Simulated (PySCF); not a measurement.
**The bond of KH, level by level**

The task here is to estimate one member of a computed series from the others.

Computed with PySCF 2.14.0. Level: K 6-311G(d,p), H 6-311G(d,p), no relativity.

The first run:

A driver script around PySCF takes these settings:

```
atoms                         : K, H
charge                        : 0
basis                         : K 6-311G(d,p), H 6-311G(d,p)
Hamiltonian                   : no relativity
basis functions               : 45
electrons treated             : 20
masses in u                   : 38.9637, 1.0078
levels                        : PBE0, PBE, r²SCAN, B3LYP, BHandHLYP, LDA, ωB97X, HF, MP2, SCS-MP2, CCSD, CCSD(T)
grid                          : 80 radial by 434 angular points
occupations                   : held fixed by the projection of orbital angular momentum
dissociation limit            : K + H, each in its ground configuration
starting distance in angstrom : 2.265
values of 2S to try           : 0, 2
```

Started as:

```bash
$ OMP_NUM_THREADS=1 python dia.py task.json out
```

Among the steps run: Input; First curve: PBE0; Excited determinants; PBE; r²SCAN; B3LYP; BHandHLYP (global hybrid GGA); LDA; ωB97X (range-separated hybrid); RHF; MP2 and coupled cluster.

One of the session's tables, all rows but one given; the rest of the session is left out.

Energy (eV) from each level's lowest point:

| R (Å) | RHF | RHF-MP2 | RHF-SCS-MP2 | RHF-CCSD | RHF-CCSD(T) |
| --- | --- | --- | --- | --- | --- |
| 1.926 | 0.363 | 0.259 | 0.271 | n/a | n/a |
| 2.016 | 0.193 | 0.122 | 0.129 | 0.133 | 0.130 |
| 2.106 | 0.085 | 0.041 | 0.045 | 0.048 | 0.046 |
| 2.173 | 0.035 | 0.010 | 0.012 | 0.014 | 0.013 |
| 2.240 | 0.008 | 0.000 | 0.000 | 0.000 | 0.000 |
| 2.307 | 0.000 | 0.007 | 0.005 | 0.003 | 0.004 |
| 2.397 | ? | ? | ? | ? | ? |
| 2.509 | 0.059 | 0.103 | 0.097 | 0.084 | 0.085 |
| 2.643 | 0.145 | 0.207 | 0.198 | 0.175 | 0.176 |
| 2.822 | 0.295 | 0.372 | 0.359 | n/a | n/a |

Q: Estimate the row for R (Å) = 2.397 from the others.

Worked estimate for «RHF». A straight line through the neighbours (2.307, 0.000) and (2.509, 0.059) gives 0.000 + (0.059 − 0.000) × (2.397 − 2.307) / (2.509 − 2.307) = 0.026; a parabola fitted to 4 rows on both sides gives 0.015.

**Answer.** RHF: 0.013; RHF-MP2: 0.038; RHF-SCS-MP2: 0.034; RHF-CCSD: 0.028; RHF-CCSD(T): 0.029. In «RHF» the line misses by +0.013 and the parabola by +0.002.
